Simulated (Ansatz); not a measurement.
# Li+ with N₂: interaction against distance, part 3 of 3

Ansatz 0.2.0, Gaussian basis.

## Step 14: B moved by +2.05 Å, wB97M-V/def2-TZVPPD

Contents of ab/in.yaml:

```yaml
crystal:
  periodic: [false, false, false]
  atoms:
    - {symbol: Li, position_ang: [-0.141028, 0.031186, -1.723191]}
    - {symbol: N, position_ang: [0.282216, -0.062408, 3.446269]}
    - {symbol: N, position_ang: [0.193163, -0.042716, 2.362147]}
basis:
  gaussian: {orbitals: "def2-TZVPPD.json"}
total_charge: 1
hamiltonian: {xc: {name: wB97M-V}}
```

Contents of a/in.yaml:

```yaml
crystal:
  periodic: [false, false, false]
  atoms:
    - {symbol: Li, position_ang: [-0.141028, 0.031186, -1.723191]}
basis:
  gaussian:
    orbitals: "def2-TZVPPD.json"
    ghost_atoms:
      - {symbol: N, position_ang: [0.282216, -0.062408, 3.446269]}
      - {symbol: N, position_ang: [0.193163, -0.042716, 2.362147]}
total_charge: 1
hamiltonian: {xc: {name: wB97M-V}}
```

Contents of b/in.yaml:

```yaml
crystal:
  periodic: [false, false, false]
  atoms:
    - {symbol: N, position_ang: [0.282216, -0.062408, 3.446269]}
    - {symbol: N, position_ang: [0.193163, -0.042716, 2.362147]}
basis:
  gaussian:
    orbitals: "def2-TZVPPD.json"
    ghost_atoms:
      - {symbol: Li, position_ang: [-0.141028, 0.031186, -1.723191]}
hamiltonian: {xc: {name: wB97M-V}}
```

Each run has its own folder and the same command.

Run with:

```bash
$ ansatz run in.yaml --threads 2 --pin off --events-out ev --progress --plain --max-ram 5222MiB
```

Log of ab, cut to the lines that bear on the results:

```text
Functional definition: wB97M-V
  name "wB97M-V"
  cite "Mardirossian & Head-Gordon, J. Chem. Phys. 144, 214110 (2016) doi:10.1063/1.4952647"
  cite "Becke, J. Chem. Phys. 107, 8554 (1997) doi:10.1063/1.475007"
  cite "Vydrov & Van Voorhis, J. Chem. Phys. 133, 244103 (2010) doi:10.1063/1.3521275"
  # Of w^i u^j: cxij and so on, Table III.
[...]
  gx(w, u) = 1 - cx + cx01*u + cx10*w
[...]
      + integral(e_c_pw_mod_opposite_spin*gos(b97_w_opposite, b97_u_opposite)) + vv10(b, c)
514 factors; their error is unknown
156 factors; integrals over basis functions are off by at most 9.2e-5 eV
[...]
mean field -3179.15381602 eV, -116.8317478309 hartree, gradient 4.8e-5 eV, S^2 0.000000; 0 other end points of the search recorded, 0 dependent functions left out
reference -3179.15385516 eV, -116.8317492692 hartree; 8, 8 occupied and 88, 88 virtual orbitals, 514 factors
Total energy: -3179.15385516 eV, -116.8317492692 hartree
```

Log of a, cut to the lines that bear on the results:

```text
[... 5 set-up lines as earlier in the session ...]
  # Of w^i u^j: cxij and so on, Table III.
[...]
  gx(w, u) = 1 - cx + cx01*u + cx10*w
[...]
      + integral(e_c_pw_mod_opposite_spin*gos(b97_w_opposite, b97_u_opposite)) + vv10(b, c)
510 factors; their error is unknown
150 factors; integrals over basis functions are off by at most 9.2e-5 eV
[...]
mean field -197.98589162 eV, -7.2758473175 hartree, gradient 9.4e-7 eV, S^2 0.000000; 0 other end points of the search recorded, 0 dependent functions left out
reference -197.98590018 eV, -7.2758476320 hartree; 1, 1 occupied and 95, 95 virtual orbitals, 510 factors
Total energy: -197.98590018 eV, -7.2758476320 hartree
```

Log of b, cut to the lines that bear on the results:

```text
[... 5 set-up lines as earlier in the session ...]
  # Of w^i u^j: cxij and so on, Table III.
[...]
  gx(w, u) = 1 - cx + cx01*u + cx10*w
[...]
      + integral(e_c_pw_mod_opposite_spin*gos(b97_w_opposite, b97_u_opposite)) + vv10(b, c)
464 factors; their error is unknown
128 factors; integrals over basis functions are off by at most 1.8e-4 eV
[...]
mean field -2981.07766064 eV, -109.5525833816 hartree, gradient 1.4e-5 eV, S^2 0.000000; 0 other end points of the search recorded, 0 dependent functions left out
reference -2981.07769576 eV, -109.5525846721 hartree; 7, 7 occupied and 89, 89 virtual orbitals, 464 factors
Total energy: -2981.07769576 eV, -109.5525846721 hartree
```

Wall times: 1.6 s (ab), 0.95 s (a), 1.6 s (b) on 2 threads of Arm Neoverse V2, shared host.

ab − a − b = -2.08 kcal/mol.

## Step 15: B moved by +2.05 Å, CCSD(T)/def2-TZVPPD

Each input of step 14 (ab, a, b) changes in the same lines:

```diff
-hamiltonian: {xc: {name: wB97M-V}}
+correlation: {method: ccsd_t}
```

One command serves all of them, each in its own folder.

Run with:

```bash
$ ansatz run in.yaml --threads 2 --pin off --events-out ev --progress --plain --max-ram 5222MiB
```

ab printed, cut to the lines that bear on the results:

```text
[... 4 set-up lines as earlier in the session ...]
[...]
660 factors; integrals over basis functions are off by at most 7.9e-4 eV
[...]
mean field -3162.76701330 eV, -116.2295439381 hartree, gradient 8.8e-7 eV, S^2 0.000000; 0 other end points of the search recorded, 0 dependent functions left out
2 core orbitals not correlated: weight in the atoms' cores, before any rotation towards them, 1.000 or more for the frozen orbitals, at most 0.000 for the correlated occupied ones
reference -3162.76701330 eV, -116.2295439381 hartree; 6, 6 occupied and 88, 88 virtual orbitals, 660 factors
second order -10.92109585 eV of doubles, -0.00000000 eV of singles
cycle   1  -10.57926686 eV  change    3.4e-1 eV  update   8.1e-2
[...]
cycle   9  -11.01388495 eV  change   -1.6e-6 eV  update   5.2e-6
perturbative correction -0.49634922 eV, -0.0182404975 hartree
Total energy: -3174.27724747 eV, -116.6525372421 hartree
```

a printed, cut to the lines that bear on the results:

```text
[... 4 set-up lines as earlier in the session ...]
[...]
660 factors; integrals over basis functions are off by at most 7.9e-4 eV
[...]
mean field -196.91175063 eV, -7.2363733639 hartree, gradient 5.9e-7 eV, S^2 0.000000; 0 other end points of the search recorded, 0 dependent functions left out
reference -196.91175063 eV, -7.2363733639 hartree; 1, 1 occupied and 95, 95 virtual orbitals, 660 factors
second order -0.81503205 eV of doubles, -0.00000000 eV of singles
cycle   1  -0.91524709 eV  change   -1.0e-1 eV  update   6.4e-3
[...]
cycle   5  -0.93113309 eV  change   -5.7e-7 eV  update   7.2e-7
perturbative correction -0.00000000 eV, -0.0000000000 hartree
Total energy: -197.84288372 eV, -7.2705918739 hartree
```

b printed, cut to the lines that bear on the results:

```text
[... 4 set-up lines as earlier in the session ...]
[...]
593 factors; integrals over basis functions are off by at most 1.6e-3 eV
[...]
mean field -2965.77247171 eV, -108.9901280626 hartree, gradient 7.0e-7 eV, S^2 0.000000; 0 other end points of the search recorded, 0 dependent functions left out
2 core orbitals not correlated: weight in the atoms' cores, before any rotation towards them, 1.000 or more for the frozen orbitals, at most 0.000 for the correlated occupied ones
reference -2965.77247171 eV, -108.9901280626 hartree; 5, 5 occupied and 89, 89 virtual orbitals, 593 factors
second order -10.09571443 eV of doubles, -0.00000000 eV of singles
cycle   1  -9.65841242 eV  change    4.4e-1 eV  update   8.1e-2
[...]
cycle   8  -10.07499991 eV  change   -1.1e-5 eV  update   7.4e-6
perturbative correction -0.49523538 eV, -0.0181995647 hartree
Total energy: -2976.34270700 eV, -109.3785770447 hartree
```

Times: 0.9 s (ab), 0.45 s (a), 0.75 s (b) on 2 threads of Arm Neoverse V2, shared host; peak memory 0.28 GiB.

ab − a − b = -2.11 kcal/mol.

## Step 16: The curves

```csv
shift (Å),Li1–N3 (Å),PBE-D4,r2SCAN-D4,PBE0-D4,B3LYP-D4,wB97M-V,Hartree-Fock,MP2,CCSD,CCSD(T)
-0.20,1.84,-11.70,-9.63,-11.48,-11.96,-10.64,-9.50,-9.87,-10.00,-10.03
-0.10,1.95,-13.40,-11.45,-13.08,-13.56,-12.37,-11.29,-11.76,-11.83,-11.87
0.00,2.05,-13.89,-12.08,-13.50,-13.96,-12.91,-11.85,-12.41,-12.43,-12.48
0.10,2.15,-13.67,-11.97,-13.21,-13.67,-12.71,-11.67,-12.31,-12.28,-12.35
0.25,2.30,-12.73,-11.17,-12.22,-12.68,-11.77,-10.78,-11.48,-11.41,-11.49
0.51,2.56,-10.61,-9.09,-10.05,-10.75,-9.37,-8.53,-9.23,-9.12,-9.20
1.02,3.07,-6.52,-5.52,-6.11,-6.69,-5.49,-4.98,-5.51,-5.40,-5.46
2.05,4.10,-2.49,-2.22,-2.37,-2.56,-2.08,-1.91,-2.15,-2.09,-2.11
```

Energies in kcal/mol.

Miss and cost, level by level (times from a shared host):

| method | RMS deviation from CCSD(T) (kcal/mol) | mean time a point |
| --- | --- | --- |
| PBE-D4 | 1.31 | 1.2 s |
| r2SCAN-D4 | 0.31 | 2.5 s |
| PBE0-D4 | 0.94 | 1.3 s |
| B3LYP-D4 | 1.42 | 1.5 s |
| wB97M-V | 0.36 | 4.7 s |
| Hartree-Fock | 0.58 | part of the CCSD(T) run |
| MP2 | 0.08 | part of the CCSD(T) run |
| CCSD | 0.06 | part of the CCSD(T) run |
| CCSD(T) | 0 | 2.1 s |

The best functional, r2SCAN-D4, misses by 0.31 kcal/mol and takes 2.5 s a point, against 2.1 s for CCSD(T).

## Step 17: Outcome

What follows sums up all 3 parts.

```
                  quantity                                                                                                                    value
    deepest point, CCSD(T)                                                                                               -12.48 kcal/mol at +0.00 Å
   at the longest distance                                                                                                -2.11 kcal/mol at +2.05 Å
           at the shortest                                                                                               -10.03 kcal/mol at -0.20 Å
RMS deviation from CCSD(T)  PBE-D4 1.31, r2SCAN-D4 0.31, PBE0-D4 0.94, B3LYP-D4 1.42, wB97M-V 0.36, Hartree-Fock 0.58, MP2 0.08, CCSD 0.06 kcal/mol
```

**Reading.** Of the points run, CCSD(T) in this basis is lowest at the PBE0-D4 geometry. At +2.05 Å, 17 % of the binding is left. CCSD follows best and B3LYP-D4 worst.
